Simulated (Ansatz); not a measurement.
Runs of Ansatz 0.2.0 on HPbNO4. The structure is monoclinic, space group P2_1 (No. 4). Conventional cell: a = 6.435 Å, b = 4.111 Å, c = 8.338 Å, α = 90.00°, β = 112.11°, γ = 90.00°. Around H (site symmetry 1) lie 1 O at 0.99 Å. Pb (site symmetry 1) has 4 O at 2.40 to 2.69 Å as nearest neighbours. N (site symmetry 1) is surrounded by 3 O at 1.25 to 1.29 Å. O (site symmetry 1) has 1 H at 0.99 Å as nearest neighbours. Around O (site symmetry 1) lie 1 N at 1.25 Å. O (site symmetry 1) is surrounded by 1 N at 1.26 Å. O (site symmetry 1) is surrounded by 1 N at 1.29 Å. The cell was built by a generator and needn't be a form met in nature.

```csv
task,level,cell,k mesh,target pressure (GPa),mesh quality,gap on the mesh (eV),pressure (GPa),largest force (eV/Å)
relaxation of cell and atoms,PBE,relaxed to 10 GPa,4 × 5 × 3,10,not flagged,2.61,10.0,0.01
relaxation of cell and atoms,PBE,relaxed to 20 GPa,4 × 5 × 3,20,not flagged,(a),20.0,0.01
relaxation of cell and atoms,PBE,relaxed to 2 GPa,4 × 5 × 3,2,not flagged,3.12,2.0,0.01
relaxation of cell and atoms,PBE,relaxed to 5 GPa,4 × 5 × 3,5,not flagged,(b),5.0,0.01
single point,B3LYP,as given,2 × 3 × 2,-,coarse,5.06,-2.0,1.01
```

Alike in all rows: potentials or basis Ansatz PAW; no spin polarisation; cutoff (eV) 420; smearing fermi-dirac 0.05 eV.

Problem. Fill in the values left out.

Solution. (a) 2.06; (b) 2.95.

Caveats: some runs use coarse meshes; odd divisions of the mesh miss points on the zone boundary, where band edges often lie, so the gap on the mesh can be too wide; spin-orbit coupling is left out, which as a rule narrows the gap of such compounds by several tenths of an eV; the plane-wave basis is chosen anew once the cell has moved, so the energies of steps on either side of that aren't comparable (some runs); the PAW data sets come from PBE, with cores solved anew for the run's functional, which leaves a small shift of forces and pressure (some runs); forces of over 1 eV/Å show positions far from the minimum, so gaps and moduli don't describe the material at rest (some runs); the thresholds are loose for stress (some runs).

A k mesh can miss the band edges, and the runs leave out spin-orbit coupling on Pb.
